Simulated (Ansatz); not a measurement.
What does this script print? It uses Ansatz 0.2.0 through its Python package.

Contents of `c2h6geo2.yaml`:
```yaml
crystal:
  periodic: [false, false, false]
  atoms:
    - { symbol: C, position_ang: [-0.4983, 0.3176, 1.84] }
    - { symbol: O, position_ang: [0.474, -0.5986, 1.8759] }
    - { symbol: Ge, position_ang: [1.3768, -0.4701, 0.3277] }
    - { symbol: O, position_ang: [0.537, -1.1971, -1.0045] }
    - { symbol: C, position_ang: [0.2177, -0.2056, -1.9617] }
    - { symbol: H, position_ang: [-1.1213, 0.3289, 2.7746] }
    - { symbol: H, position_ang: [-0.106, 1.3942, 1.7452] }
    - { symbol: H, position_ang: [-1.2165, 0.1676, 0.9901] }
    - { symbol: H, position_ang: [-0.3857, 0.642, -1.4614] }
    - { symbol: H, position_ang: [1.1679, 0.1963, -2.3465] }
    - { symbol: H, position_ang: [-0.3804, -0.6322, -2.7588] }
basis:
  gaussian: { orbitals: def2-SVP }
hamiltonian:
  xc: pbe0
```

Script `deck.py`:
```python
# -*- coding: utf-8 -*-
'''Run C2H6GeO2 from an input written out key by key.'''

import ansatz as az


def main():
    session = az.Session.from_deck('c2h6geo2.yaml')
    report = session.plan(threads=1).execute().report

    print(f'E = {report["free_energy_ev"]:.6f} eV = {report["free_energy_ev"] / 27.211386246:.7f} Ha')
    print('converged:', report['converged'], ' doubts:', report['published_state_doubts'] or 'none')
    symbols = ['C', 'O', 'Ge', 'O', 'C', 'H', 'H', 'H', 'H', 'H', 'H']
    state = report['mean_field']['state']
    print(f'mean field: {state["energy"]["hartree"]:.7f} Ha, <S^2> = {abs(state["spin_squared"]):.4f}, stability: {state.get("stability", {}).get("kind")}')


if __name__ == '__main__':
    main()
```

```console
$ python deck.py
E = -62757.363902 eV = -2306.2905849 Ha
converged: True  doubts: none
mean field: -2306.2905849 Ha, <S^2> = 0.0000, stability: minimum
```

Caveats:
- Total energies depend on the basis set; only differences at equal settings carry meaning.
- The geometry is a force-field or estimated start, not a minimum of this method, and the basis set is short of its limit.
- Hardware and time: 5.5 s on 1 thread of Arm Neoverse V1, on a shared host, peak memory 0.31 GiB.
